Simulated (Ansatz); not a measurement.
# Ga3SbAs2: the cost of one run

Program: Ansatz 0.2.0. Level of theory: DFT PBE, scalar-relativistic, plane waves, PAW. These are calculated values, not measurements.

**1. The starting structure**

It takes space group P3m1 (No. 156, trigonal). Conventional cell: a = 3.977 Å, b = 3.977 Å, c = 9.743 Å, α = 90.00°, β = 90.00°, γ = 120.00°. Around Ga (site symmetry 3m) lie 3 As at 2.44 Å and 1 Sb at 2.44 Å. Ga (site symmetry 3m) is surrounded by 3 Sb at 2.44 Å and 1 As at 2.44 Å. Ga (site symmetry 3m) is surrounded by 4 As at 2.44 Å. Around Sb (site symmetry 3m) lie 4 Ga at 2.44 Å. As (site symmetry 3m) has 4 Ga at 2.44 Å as nearest neighbours.

Coordinates:

```cif
data_structure
_symmetry_space_group_name_H-M 'P 1'
_symmetry_Int_Tables_number 1
_cell_length_a 3.9775
_cell_length_b 3.9775
_cell_length_c 9.7428
_cell_angle_alpha 90.000
_cell_angle_beta 90.000
_cell_angle_gamma 120.000
_cell_volume 133.48
loop_
_atom_site_label
_atom_site_type_symbol
_atom_site_fract_x
_atom_site_fract_y
_atom_site_fract_z
_atom_site_occupancy
Ga1 Ga 0.00000 0.00000 0.00000 1
Ga2 Ga 0.33333 0.66667 0.66667 1
Ga3 Ga 0.66667 0.33333 0.33333 1
Sb1 Sb 0.00000 0.00000 0.75000 1
As1 As 0.33333 0.66667 0.41667 1
As2 As 0.66667 0.33333 0.08333 1
```

The start is an ordering of an alloy on its end members' structure types: elements ordered on the sites of the GaAs type, As/Sb on As (P3m1, No. 156).

**2. A first look at the guess**

input.yaml reads:

```yaml
crystal:
  lattice:
    - [3.97747317, 0.0, 0.0]
    - [-1.98873659, 3.44459281, 0.0]
    - [0.0, 0.0, 9.74277974]
  atoms:
    - { symbol: Ga, position: [0.0, 0.0, 0.0] }
    - { symbol: Ga, position: [0.33333333, 0.66666667, 0.66666667] }
    - { symbol: Ga, position: [0.66666667, 0.33333333, 0.33333333] }
    - { symbol: Sb, position: [0.0, 0.0, 0.75] }
    - { symbol: As, position: [0.33333333, 0.66666667, 0.41666667] }
    - { symbol: As, position: [0.66666667, 0.33333333, 0.08333333] }
basis:
  ecutwfc: 420
kpoints:
  mp_grid: { grid: [6, 6, 2] }
hamiltonian:
  xc: pbe
scf:
  occupations: { method: gaussian, width: 0.1 }
  lower_state_search: "off"
output:
  forces: true
  stress: true
  eigenvalues: true
```

Run with:

```bash
ansatz run input.yaml --threads 1 --pin off --max-ram 2560MiB --backend cpu --events-out ev --progress --plain --runs-dir out
```

What time and memory should one allow on 1 thread of Arm Neoverse V1, shared host?

About 9.5 s, with a peak of 0.37 GiB.
